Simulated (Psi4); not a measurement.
# SnH3Br (SMILES [Br][SnH3]): wB97X/def2-TZVP (core potential)

What is the energy change on altering one bond length of SnH3Br at wB97X/def2-TZVP (core potential)? The job is set up through a Python script.

The calculation is run with Psi4 1.11.

2 further runs of the same task are left out: 2 set aside as unsound or not needed.

## (1) The molecule

The species is SnH3Br (5 atoms), meant as a singlet with charge 0. As SMILES, `[Br][SnH3]`. Geometry: relaxed at PBE0-D4/def2-TZVP.

Bond lengths: Br1–Sn2 2.483 Å, Sn2–H3 1.700 Å, Sn2–H4 1.700 Å, Sn2–H5 1.700 Å. Angles: Br1–Sn2–H3 106.4°, Br1–Sn2–H4 106.4°, Br1–Sn2–H5 106.4°, H3–Sn2–H4 112.4°, H3–Sn2–H5 112.4°, H4–Sn2–H5 112.4°.

## (2) The energy at wB97X/def2-TZVP (core potential)

run.py

```python
import psi4

psi4.set_memory('1600 MB')
psi4.set_num_threads(1)
psi4.core.set_output_file('run.log', False)

molecule = psi4.geometry("""
0 1
Br    -2.104000     0.203300     0.802400
Sn     0.203900    -0.034700    -0.082600
H      0.154800     0.490800    -1.698800
H      0.601200    -1.682500     0.049900
H      1.193900     0.949400     0.887800
units angstrom
symmetry c1
""")

psi4.set_options(dict(puream=True, e_convergence=1e-09, d_convergence=1e-08, scf_type='pk', dft_radial_points=99, dft_spherical_points=590))

E, wfn = psi4.energy('wb97x/def2-TZVP', return_wfn=True)
print(f'wb97x/def2-TZVP energy: {E:.10f} Eh')
```

Launch:

```bash
python run.py
```

run.log:

```text
[...]
    !!!  WARNING: ECP capability is in beta. Please check occupations closely.  !!!
[...]
  Running in c1 symmetry.
[...]
  Nuclear repulsion =  201.621427319096540
[...]
  Multiplicity = 1
[...]
  Nalpha       = 30
  Nbeta        = 30
[...]
    Number of basis functions: 116
[...]
 WARNING: Atomic UHF is not converging! Try casting from a smaller basis or call Rob at CCMST.
   -------------------------
[...]
   @RKS iter   1: -2790.00228784726323   -2.62482e+00   1.29288e-02 DIIS/ADIIS
[...]
   @RKS iter  11: -2790.35466552778007   -8.64020e-12   5.34401e-09 DIIS
[...]
    Orbital Energies [Eh]
    ---------------------
    Doubly Occupied:
       1A   -482.614253     2A    -62.492255     3A    -56.308053
       4A    -56.305620     5A    -56.305620     6A     -8.771603
       7A     -6.602091     8A     -6.594445     9A     -6.594445
      10A     -5.232570    11A     -3.584125    12A     -3.578880
      13A     -3.578879    14A     -2.726918    15A     -2.724815
      16A     -2.724815    17A     -2.718819    18A     -2.718817
      19A     -1.172232    20A     -1.168328    21A     -1.168327
      22A     -1.163624    23A     -1.163623    24A     -0.880554
      25A     -0.650136    26A     -0.457628    27A     -0.457610
      28A     -0.436844    29A     -0.385900    30A     -0.385897
[...]
  @RKS Final Energy: -2790.35466552778007
   => Energetics <=
    Nuclear Repulsion Energy =            201.6214273190965400
    One-Electron Energy =               -4362.9847249027970975
    Two-Electron Energy =                1456.4474662262673519
    DFT Exchange-Correlation Energy =     -85.4388341703463823
    Empirical Dispersion Energy =           0.0000000000000000
    VV10 Nonlocal Energy =                  0.0000000000000000
    Total Energy =                      -2790.3546655277800710
[...]
 Multipole Moments:
 ------------------------------------------------------------------------------------
     Multipole            Electronic (a.u.)      Nuclear  (a.u.)        Total (a.u.)
 ------------------------------------------------------------------------------------
 L = 1.  Multiply by 2.5417464519 to convert [e a0] to [Debye]
 Dipole X            :         49.4429674          -48.5616229            0.8813445
 Dipole Y            :         -5.0983907            5.0076074           -0.0907833
 Dipole Z            :        -18.9593875           18.6215126           -0.3378749
 Magnitude           :                                                    0.9482453
[...]
```

Standard output:

```text
wb97x/def2-TZVP energy: -2790.3546655278 Eh
```

Run time: 22 s. Hardware: 1 thread of AMD EPYC 7R13 (Zen 3), shared host; peak memory 0.87 GiB.

## (3) The distorted shape, same level

brh3sn.xyz

```xyz
5
BrH3Sn
Br    -3.950361     0.393704     1.510416
Sn     0.203900    -0.034700    -0.082600
H      0.154800     0.490800    -1.698800
H      0.601200    -1.682500     0.049900
H      1.193900     0.949400     0.887800
```

calc.py

```python
import psi4

psi4.set_memory('1600 MB')
psi4.set_num_threads(1)
psi4.set_output_file('psi4.out', False)

with open('brh3sn.xyz') as f:
    atoms = ''.join(f.readlines()[2:])
geom = psi4.geometry('0 1\n' + atoms + 'symmetry c1')

psi4.set_options({
    'puream': True,
    'e_convergence': 1e-09,
    'd_convergence': 1e-08,
    'scf_type': 'pk',
    'dft_radial_points': 99,
    'dft_spherical_points': 590,
})

result, w = psi4.energy("wb97x/def2-TZVP", molecule=geom, return_wfn=True)
psi4.oeprop(w, "QUADRUPOLE", "DIPOLE", "WIBERG_LOWDIN_INDICES", title="WB97X")
print('E =', round(result, 9))
```

Launch:

```bash
python calc.py
```

psi4.out:

```text
[...]
    !!!  WARNING: ECP capability is in beta. Please check occupations closely.  !!!
[...]
  Running in c1 symmetry.
[...]
  Nuclear repulsion =  122.926148575033565
[...]
  Multiplicity = 1
[...]
  Nalpha       = 30
  Nbeta        = 30
[...]
    Number of basis functions: 116
[...]
 WARNING: Atomic UHF is not converging! Try casting from a smaller basis or call Rob at CCMST.
   -------------------------
[...]
   @RKS iter   1: -2789.73625266530053   -2.77439e+00   1.36225e-02 DIIS/ADIIS
[...]
   @RKS iter  15: -2790.21195288432273   -4.30191e-10   6.70755e-09 DIIS
[...]
    Orbital Energies [Eh]
    ---------------------
    Doubly Occupied:
       1A   -482.544737     2A    -62.422474     3A    -56.238732
       4A    -56.235685     5A    -56.235685     6A     -8.701066
       7A     -6.532740     8A     -6.523336     9A     -6.523336
      10A     -5.303334    11A     -3.658607    12A     -3.647243
      13A     -3.647242    14A     -2.657118    15A     -2.654711
      16A     -2.654711    17A     -2.647404    18A     -2.647403
      19A     -1.241005    20A     -1.238388    21A     -1.238387
      22A     -1.230699    23A     -1.230698    24A     -0.786351
      25A     -0.705885    26A     -0.504507    27A     -0.504487
      28A     -0.317883    29A     -0.317883    30A     -0.309488
[...]
  @RKS Final Energy: -2790.21195288432273
   => Energetics <=
    Nuclear Repulsion Energy =            122.9261485750335652
    One-Electron Energy =               -4206.5009479120544711
    Two-Electron Energy =                1378.7061368003805910
    DFT Exchange-Correlation Energy =     -85.3432903476823270
    Empirical Dispersion Energy =           0.0000000000000000
    VV10 Nonlocal Energy =                  0.0000000000000000
    Total Energy =                      -2790.2119528843227272
[...]
 Multipole Moments:
 ------------------------------------------------------------------------------------
     Multipole            Electronic (a.u.)      Nuclear  (a.u.)        Total (a.u.)
 ------------------------------------------------------------------------------------
 L = 1.  Multiply by 2.5417464519 to convert [e a0] to [Debye]
 Dipole X            :         92.7270953          -88.8288001            3.8982952
 Dipole Y            :         -9.5620439            9.1601169           -0.4019269
 Dipole Z            :        -35.5573864           34.0625913           -1.4947951
 Magnitude           :                                                    4.1943609
 L = 2.  Multiply by 1.3450342976 to convert [e a0^2] to [Debye ang]
 Quadrupole XX       :      -1095.9594402         1057.3926824          -38.5667578
 Quadrupole XY       :        108.0205716         -107.5747995            0.4457721
[...]
```

On the terminal:

```text
E = -2790.211952884
```

Wall time 24 s (1 thread of AMD EPYC 7R13 (Zen 3), shared host); peak memory 0.87 GiB.

## (4) Results

Level: wB97X/def2-TZVP (core potential).

```
                                                           quantity           value
                                          first shape: total energy  -2790.35467 Eh
                                         first shape: dipole moment          2.41 D
                                           first shape: HOMO energy       -10.50 eV
                                           first shape: LUMO energy         0.85 eV
                                         first shape: HOMO–LUMO gap        11.35 eV
                                      distorted shape: total energy  -2790.21195 Eh
                                     distorted shape: dipole moment         10.66 D
                                       distorted shape: HOMO energy        -8.42 eV
                                       distorted shape: LUMO energy        -3.66 eV
                                     distorted shape: HOMO–LUMO gap         4.76 eV
energy change with the Br1–Sn2 bond stretched from 2.483 to 4.470 Å        3.883 eV
```

In words: With the Br1–Sn2 bond stretched from 2.483 to 4.470 Å the energy rises by 3.88 eV (375 kJ/mol). The first shape isn't relaxed at this level, so the change isn't measured from a minimum. A restricted reference can't describe the breaking bond well at this length.
